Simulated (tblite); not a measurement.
# C3H7BS (SMILES BC1CSC1): GFN2-xTB

Aim: a geometry optimisation of C3H7BS. 

The results are computed with tblite 0.8.0.

21 further runs of the same task are left out: 21 set aside as unsound or not needed.

### 1 The structure to begin with

The species is C3H7BS (12 atoms), meant as a singlet with charge 0. SMILES: `BC1CSC1`. The coordinates come from a GFN2-xTB relaxation. The run starts from this shape.

Bond lengths: B1–C2 1.568 Å, C2–C3 1.540 Å, C3–S4 1.831 Å, C2–C5 1.540 Å, S4–C5 1.831 Å, B1–H6 1.168 Å, B1–H7 1.168 Å, C2–H8 1.099 Å, C3–H9 1.087 Å, C3–H10 1.089 Å, C5–H11 1.087 Å, C5–H12 1.089 Å. Some angles: B1–C2–C3 119.3°, B1–C2–C5 119.2°, C3–C2–C5 95.6°, C2–C3–S4 92.6°, C3–S4–C5 77.1°, C2–C5–S4 92.6°, B1–C2–H8 105.7°, C3–C2–H8 108.1°, C5–C2–H8 108.1°, C2–B1–H6 119.8°.

### 2 A structure relaxation at GFN2-xTB

input.xyz reads:

```xyz
12

B     -0.860230    -0.111680     1.434800
C     -0.295350     0.285580     0.027560
C      1.189640     0.669610    -0.108070
S      1.361470    -0.221650    -1.698560
C     -0.282780    -0.762230    -1.101090
H     -0.420040     0.383000     2.397450
H     -1.736860    -0.879580     1.508220
H     -0.900890     1.139790    -0.305420
H      1.406090     1.731660    -0.195410
H      1.833990     0.222440     0.646760
H     -1.058730    -0.665470    -1.856790
H     -0.236310    -1.791470    -0.749460
```

run.py reads:

```python
import json
import numpy as np
from tblite.interface import Calculator
from tblite.interface import symbols_to_numbers
from scipy.optimize import minimize

symbols = list(map(str, np.loadtxt("input.xyz", skiprows=2, usecols=0, dtype=str, ndmin=1)))
numbers = np.array(symbols_to_numbers(symbols))
positions = np.loadtxt("input.xyz", skiprows=2, usecols=(1, 2, 3), ndmin=2) / 0.529177210903

xtb = Calculator("GFN2-xTB", numbers, positions, charge=0, uhf=0)
xtb.set("verbosity", 0)
xtb.set("accuracy", 0.01)
last, frames, energies, grads = [None], [], [], []

def fun(x):
    xtb.update(x.reshape(-1, 3))
    last[0] = xtb.singlepoint(last[0])
    return float(last[0].get('energy')), last[0].get('gradient').ravel()

def show(x):
    e, g = fun(x)
    frames.append(x.reshape(-1, 3).tolist())
    energies.append(e)
    grads.append(g.reshape(-1, 3).tolist())
    print(f"{len(energies) - 1:4d} {e:16.9f} {np.abs(g).max():12.3e} {np.linalg.norm(g):12.3e}")

print("step      energy/Eh       max grad     grad norm")
show(positions.ravel())
opt = minimize(fun, positions.ravel(), jac=True, method="BFGS", callback=show, options={"gtol": 3e-05, "maxiter": 500})
print("converged:", opt.success, "-", opt.message)
fun(opt.x)
sp = last[0]
final = opt.x.reshape(-1, 3)
print("final geometry (angstrom)")
for s, p in zip(symbols, final * 0.529177210903):
    print(f"{s:<2} {p[0]:12.6f} {p[1]:12.6f} {p[2]:12.6f}")
print(f"total energy: {sp.get('energy') * 2625.4996:.8f} kJ/mol")
eps = np.atleast_2d(sp.get("orbital-energies")) * 27.211386
occ = np.atleast_2d(sp.get("orbital-occupations"))
filled = occ.sum(axis=0) if eps.shape[0] == 1 else occ[0]
homo = np.nonzero(filled > 0.5)[0].max()
print(f"HOMO {eps[0, homo]:.4f} eV")
if homo + 1 < eps.shape[1]:
    print(f"LUMO {eps[0, homo + 1]:.4f} eV, gap {eps[0, homo + 1] - eps[0, homo]:.4f} eV")
mu = sp.get("dipole") * 2.541746
print(f"Dipole moment: {np.linalg.norm(mu):.4f} D, components " + " ".join(f"{c:.4f}" for c in mu))
q = sp.get("charges")
print("Charges:", " ".join(f"{s}{i + 1}={c:+.4f}" for i, (s, c) in enumerate(zip(symbols, q))))
out = {k: np.asarray(sp.get(k)).tolist() for k in ("energy", "gradient", "charges", "dipole", "orbital-energies", "orbital-occupations")}
out.update(symbols=symbols, positions=(positions * 0.529177210903).tolist(), final=final.tolist(), frames=frames, step_energies=energies, grads=grads, success=bool(opt.success))
json.dump(out, open("results.json", "w"))
```

The run is started by

```
python run.py
```

Q: Predict the results. Wanted: total energy at the end; dipole moment; HOMO energy; LUMO energy; HOMO–LUMO gap.

**Answer.** As computed:

Level: GFN2-xTB.

| quantity | value |
| --- | --- |
| total energy at the end | -14.43378 Eh |
| dipole moment | 2.51 D |
| HOMO energy | -9.61 eV |
| LUMO energy | -7.45 eV |
| HOMO–LUMO gap | 2.16 eV |

In words: At the final geometry: Bond lengths: B1–C2 1.568 Å, C2–C3 1.540 Å, C3–S4 1.831 Å, C2–C5 1.540 Å, S4–C5 1.831 Å, B1–H6 1.168 Å, B1–H7 1.168 Å, C2–H8 1.099 Å, C3–H9 1.088 Å, C3–H10 1.089 Å, C5–H11 1.087 Å, C5–H12 1.089 Å. Some angles: B1–C2–C3 119.3°, B1–C2–C5 119.2°, C3–C2–C5 95.6°, C2–C3–S4 92.6°, C3–S4–C5 77.1°, C2–C5–S4 92.6°, B1–C2–H8 105.7°, C3–C2–H8 108.1°, C5–C2–H8 108.1°, C2–B1–H6 119.7°. The optimisation took 11 steps and changed the energy by -0.000 eV. Mulliken charges run from -0.20 on S4 to +0.24 on B1.
